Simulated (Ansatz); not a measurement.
**C2H6N2Si: up Jacob's ladder to CCSD(T)**

One table from this session's results is given with a row withheld; the runs are named, their logs left out.

Method: functionals in def2-TZVPP, the program's frozen cores in correlated methods; program: Ansatz 0.2.0, Gaussian basis.

Levels to be run: PBE-D4, r2SCAN-D4, PBE0-D4, B3LYP-D4, ωB97X-V, ωB97M-V, B2PLYP; CCSD(T)/def2-TZVPP; MP2/def2-QZVPP; extrapolation to the limit.

## The geometry

The geometry comes from an earlier relaxation with PBE0-D4 in a triple-zeta def2 set; it is a stationary point, not always the lowest conformer.

SMILES `NC1=C[SiH]1N`, 11 atoms, charge 0, spin multiplicity 1.

Atoms are counted from 1 here; the program's logs count them from 0.

Bond lengths: N1–C2 1.349 Å, N1–H6 1.003 Å, N1–H7 1.007 Å, C2–C3 1.361 Å, C2–Si4 1.807 Å, C3–Si4 1.773 Å, C3–H8 1.084 Å, Si4–N5 1.703 Å, Si4–H9 1.484 Å, N5–H10 1.005 Å, N5–H11 1.005 Å. Angles: C2–N1–H6 119.1°, C2–N1–H7 119.7°, H6–N1–H7 116.2°, N1–C2–C3 135.9°, N1–C2–Si4 157.5°, C3–C2–Si4 66.3°, C2–C3–Si4 69.0°, C2–C3–H8 133.9°, Si4–C3–H8 157.0°, C2–Si4–C3 44.7°, C2–Si4–N5 126.4°, C2–Si4–H9 121.5°, C3–Si4–N5 124.9°, C3–Si4–H9 125.2°, N5–Si4–H9 104.5°, Si4–N5–H10 122.1°, Si4–N5–H11 123.4°, H10–N5–H11 113.3°.

Set-up of the first run:

File in.yaml:

```yaml
crystal:
  periodic: [false, false, false]
  atoms:
    - {symbol: N, position_ang: [1.362354, 1.398771, 0.947438]}
    - {symbol: C, position_ang: [0.628894, 0.326684, 0.583197]}
    - {symbol: C, position_ang: [0.878055, -0.986853, 0.327483]}
    - {symbol: Si, position_ang: [-0.816564, -0.585699, -0.003989]}
    - {symbol: N, position_ang: [-1.509575, -0.489508, -1.556981]}
    - {symbol: H, position_ang: [0.892831, 2.228399, 1.259588]}
    - {symbol: H, position_ang: [2.304403, 1.269465, 1.279952]}
    - {symbol: H, position_ang: [1.766970, -1.606181, 0.373505]}
    - {symbol: H, position_ang: [-1.958361, -0.889729, 0.894179]}
    - {symbol: H, position_ang: [-2.503441, -0.429001, -1.694940]}
    - {symbol: H, position_ang: [-0.980067, -0.293446, -2.388733]}
basis:
  gaussian: {orbitals: def2-TZVPP}
hamiltonian: {xc: pbe, dispersion: d4}
output: {forces: true, orbitals: {seedname: orbitals}}
```

Command:

```
$ ansatz run in.yaml --threads 4 --pin off --events-out ev --progress --plain --max-ram 10444MiB
```

Steps of the session up to this table: PBE-D4 (GGA); r2SCAN-D4 (meta-GGA); PBE0-D4 (hybrid); B3LYP-D4 (hybrid); ωB97X-V (range-separated); ωB97M-V (range-separated); B2PLYP (double hybrid); CCSD(T) in def2-TZVPP; MP2 in def2-QZVPP.

One of the session's tables, all rows but one given; the rest of the session is left out.

It belongs to the step «Atomisation energies». 

```
            method  atomisation energy (kJ/mol)
            PBE-D4                       4280.1
         r2SCAN-D4                       4155.8
           PBE0-D4                       4181.9
          B3LYP-D4                       4170.1
           ωB97X-V                       4177.0
           ωB97M-V                            ?
            B2PLYP                       4113.8
     HF/def2-TZVPP                       2840.5
    MP2/def2-TZVPP                       4088.8
   CCSD/def2-TZVPP                       3931.8
CCSD(T)/def2-TZVPP                       4007.3
           MP2/CBS                       4226.5
       CCSD(T)/CBS                       4145.1
```

Q: Estimate the row for ωB97M-V from the others.

**Answer.** atomisation energy (kJ/mol): 4179.0. In the column «atomisation energy (kJ/mol)» it lies between ωB97X-V (4177.0) and PBE0-D4 (4181.9).

Caveats from the session: Free atoms (2 N, 2 C, 1 Si, 6 H) were run apart at each level; the atomisation energy is their sum less the molecule, without zero-point or spin-orbit terms.
